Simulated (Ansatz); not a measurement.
# TiO: the cost of one run

Computed with Ansatz 0.2.0 (DFT PBEsol, scalar-relativistic, plane waves, PAW, unless a step's input says otherwise).

1 further run of the same task is left out (set aside as unsound or not needed).

### 1 The starting structure

It takes space group Pm-3m (No. 221, cubic). Conventional cell: a = 4.034 Å, b = 4.034 Å, c = 4.034 Å, α = 90.00°, β = 90.00°, γ = 90.00°. Ti (site symmetry 4/mmm) is surrounded by 4 O at 2.02 Å. Around O (site symmetry 4/mmm) lie 4 Ti at 2.02 Å.

Coordinates:

```
Ti O
1.0
     4.03351    0.00000    0.00000
     0.00000    4.03351    0.00000
     0.00000    0.00000    4.03351
Ti O
3 3
Direct
  0.50000 0.50000 0.00000
  0.00000 0.50000 0.50000
  0.50000 0.00000 0.50000
  0.00000 0.50000 0.00000
  0.50000 0.00000 0.00000
  0.00000 0.00000 0.50000
```

It goes back to an entry of the Materials Project, which need not be the stable form.

It is the result of an earlier relaxation at this level (volume 10.94 Å³/atom; gap on the mesh: none (metal)).

### 2 Electronic structure at the relaxed geometry

File input.yaml:

```yaml
crystal:
  lattice:
    - [4.0335084224, 0.0, 0.0]
    - [0.0, 4.0335084224, 0.0]
    - [0.0, 0.0, 4.0335084224]
  atoms:
    - { symbol: Ti, position: [0.5, 0.5, 0.0] }
    - { symbol: Ti, position: [0.0, 0.5, 0.5] }
    - { symbol: Ti, position: [0.5, 0.0, 0.5] }
    - { symbol: O, position: [0.0, 0.5, 0.0] }
    - { symbol: O, position: [0.5, 0.0, 0.0] }
    - { symbol: O, position: [0.0, 0.0, 0.5] }
basis:
  ecutwfc: 420
kpoints:
  mp_grid: { grid: [10, 10, 10] }
  band_path:
    path:
      - [[0.0, 0.0, 0.0], [0.0, 0.5, 0.0], [0.5, 0.5, 0.0], [0.0, 0.0, 0.0], [0.5, 0.5, 0.5], [0.0, 0.5, 0.0]]
      - [[0.5, 0.5, 0.5], [0.5, 0.5, 0.0]]
    npoints: 14
hamiltonian:
  xc: pbesol
scf:
  occupations: { method: gaussian, width: 0.1 }
  n_extra_bands: 15
output:
  forces: true
  stress: true
  eigenvalues: true
  populations: true
  dos: { projected: true, de: 0.02, nscf_kmesh: { grid: [15, 15, 15] } }
  bader: true
  write_density: true
  write_potential: true
  elf: true
  volumetric_format: npy
checkpoint:
  read: start.run
  write: ck
  compress: false
  write_wavefunctions: false
  write_every: 100000
```

Command:

```console
$ ansatz run input.yaml --threads 1 --pin off --max-ram 2560MiB --backend cpu --events-out ev --progress --plain --runs-dir out
```

What time and memory should one allow on 1 thread of AMD EPYC 7R43 (Zen 3), shared host?

About 75 s, with a peak of 0.5 GiB.
